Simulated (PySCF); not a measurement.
# CH6AlAsS: the cost of one run

Computed with PySCF 2.14.0 and routines of our own; the level stands in each step. Atoms count from 0.

### Step 1. The system as given

10 atoms, charge 0, multiplicity 1; geometry from: GFN2-xTB.

### Step 2. Relaxing the molecule at PBE0-D3(BJ)/def2-SVP

The job: settings as JSON, then the geometry in Å.

```
{"job": {"xc": "PBE0", "basis": "def2-SVP", "d3": "d3bj", "grid": 1, "maxiter": 30, "shake": 0.01, "kind": "geom"}, "charge": 0, "multiplicity": 1}
C      2.108460    -0.430220     0.155220
S      0.458980    -0.975110    -0.483280
Al    -0.885780     0.630320     0.255510
As    -3.185500     0.535900    -0.191330
H      2.745210    -0.265880    -0.708650
H      2.478990    -1.173640     0.799490
H      1.978810     0.526990     0.702740
H      0.002550     1.689740     1.030450
H     -2.704030     0.392530    -1.591100
H     -2.947240    -0.951550     0.009900
```

Command:

```bash
> OMP_NUM_THREADS=1 python heavy_run.py task.json out
```

This one command runs all jobs of the session in turn.

Q: Estimate the wall time and peak memory of this first job on 1 thread of Arm Neoverse V2, shared host.

About 68 s, with a peak of 0.45 GiB.
